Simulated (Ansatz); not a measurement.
# AgF (SMILES [F][Ag]): functionals against CCSD(T) at one geometry

The task here is to estimate one member of a computed series from the others.

Program: Ansatz 0.2.0, Gaussian basis. Level of theory: single points in def2-TZVPP. These are calculated values, not measurements.

Cores are frozen in the correlated methods. Filled d shells of the heavier atoms are correlated. Core potentials replace the inner electrons past krypton, and spin-orbit coupling is left out.

### The starting structure

SMILES `[F][Ag]`, 2 atoms, charge 0, spin multiplicity 1.

Atoms are counted from 1 here; the program's logs count them from 0.

Bond lengths: F1–Ag2 1.917 Å.

As a file:

```
atom    x (Å)    y (Å)    z (Å)
  F1   0.8372  -0.3136   0.4294
 Ag2  -0.7889   0.2430  -0.4195
```

Set-up of the first run:

Contents of run/in.yaml:

```yaml
crystal:
  periodic: [false, false, false]
  atoms:
    - {symbol: F, position_ang: [0.837200, -0.313600, 0.429400]}
    - {symbol: Ag, position_ang: [-0.788900, 0.243000, -0.419500]}
basis:
  gaussian: {orbitals: def2-TZVPP}
correlation: {method: ccsd_t}
output: {forces: true}
```

The command line of these runs was not kept.

Steps of the session up to this table: CCSD(T)/def2-TZVPP; PBE0-D4/def2-TZVPP; wB97M-V/def2-TZVPP; r2SCAN-D4/def2-TZVPP; PBE-D4/def2-TZVPP; B97M-V/def2-TZVPP; SPW92/def2-TZVPP.

One of the session's tables, all rows but one given; the rest of the session is left out.

| method | RMS force component (eV/Å) | dipole (D) |
| --- | --- | --- |
| CCSD(T) | 0.683 | 5.73 |
| PBE0-D4 | 0.663 | 5.45 |
| wB97M-V | 0.780 | 5.65 |
| r2SCAN-D4 | 0.546 | 5.13 |
| PBE-D4 | 0.684 | 4.78 |
| B97M-V | ? | ? |
| SPW92 | 0.175 | 4.75 |

Q: Estimate the row for B97M-V from the others.

The run gave: RMS force component (eV/Å): 0.605; dipole (D): 5.08. In the column «RMS force component (eV/Å)» it lies between r2SCAN-D4 (0.546) and PBE0-D4 (0.663).
